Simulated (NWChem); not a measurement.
# Tetragonal strain in BP (zincblende structure): the shear constant

All runs are NWChem calculations. Level: revPBE, default library pseudopotentials (valence charges P 5, B 3), cutoff 30 Ha, shifted 4×4×4 mesh, two-atom cell, no spin-orbit coupling. The cubic cell (a = 4.540 Å, near this level's equilibrium) is stretched by 1 + δ along x and y and by (1 + δ)^−2 along z, at constant volume; symmetry keeps the atoms on their sites.

| δ | E − E(0) (meV/cell) |
|---|---|
| -0.020 | 51.31 |
| -0.010 | 12.37 |
| -0.005 | 3.03 |
| 0.000 | 0.00 |
| 0.005 | 2.93 |
| 0.010 | ? |
| 0.020 | 44.31 |

Task: The cell volume is 23.39 Å³. To second order E − E(0) = 3V(C₁₁ − C₁₂)δ². Fit Aδ² + Bδ³, give C₁₁ − C₁₂, and predict the withheld row.

Result: A ≈ 120 eV and B ≈ -440 eV, with a largest residual of 0.02 meV, so C₁₁ − C₁₂ = A/(3V) ≈ 270 GPa. The fit predicts 11.52 meV at δ = 0.010; the run gave 11.53.
